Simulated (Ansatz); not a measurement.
# HfZrS4: the cost of one run

Program: Ansatz 0.2.0. Level of theory: DFT PBE, scalar-relativistic, plane waves, PAW. These are calculated values, not measurements.

### Step 1. The starting structure

It takes space group P-3m1 (No. 164, trigonal). Conventional cell: a = 3.589 Å, b = 3.589 Å, c = 11.745 Å, α = 90.00°, β = 90.00°, γ = 120.00°. Zr (site symmetry -3m) has 6 S at 2.50 Å as nearest neighbours. Hf (site symmetry -3m) has 6 S at 2.50 Å as nearest neighbours. Around S (site symmetry 3m) lie 3 Zr at 2.50 Å. S (site symmetry 3m) has 3 Hf at 2.50 Å as nearest neighbours.

As a file:

```xyz
6
Lattice="3.5885 0.0000 0.0000 -1.7943 3.1077 0.0000 0.0000 0.0000 11.7454" Properties=species:S:1:pos:R:3 pbc="T T T"
Zr    0.0000    0.0000    5.8727
Hf    0.0000    0.0000    0.0000
S     1.7943    1.0359    4.4755
S     1.7943    1.0359   10.3482
S     0.0000    2.0718    1.3972
S     0.0000    2.0718    7.2699
```

The start is an ordering of an alloy on its end members' structure types: elements ordered on the sites of the ZrS2 type, Hf/Zr on Zr (P-3m1, No. 164).

### Step 2. Probe: one point on a coarse mesh

File input.yaml:

```yaml
crystal:
  lattice:
    - [3.58850291, 0.0, 0.0]
    - [-1.79425145, 3.10773468, 0.0]
    - [0.0, 0.0, 11.74542189]
  atoms:
    - { symbol: Zr, position: [0.0, 0.0, 0.5] }
    - { symbol: Hf, position: [0.0, 0.0, 0.0] }
    - { symbol: S, position: [0.66666667, 0.33333333, 0.38104501] }
    - { symbol: S, position: [0.66666667, 0.33333333, 0.88104501] }
    - { symbol: S, position: [0.33333333, 0.66666667, 0.11895499] }
    - { symbol: S, position: [0.33333333, 0.66666667, 0.61895499] }
basis:
  ecutwfc: 420
kpoints:
  mp_grid: { grid: [6, 6, 2] }
hamiltonian:
  xc: pbe
scf:
  occupations: { method: gaussian, width: 0.1 }
  lower_state_search: "off"
output:
  forces: true
  stress: true
  eigenvalues: true
```

On the command line:

```
ansatz run input.yaml --threads 1 --pin off --max-ram 2560MiB --backend cpu --events-out ev --progress --plain --runs-dir out
```

**Question.** How long does this run take on 1 thread of Arm Neoverse V1, shared host, and how much memory does it need?

About 5.3 s, with a peak of 0.4 GiB.
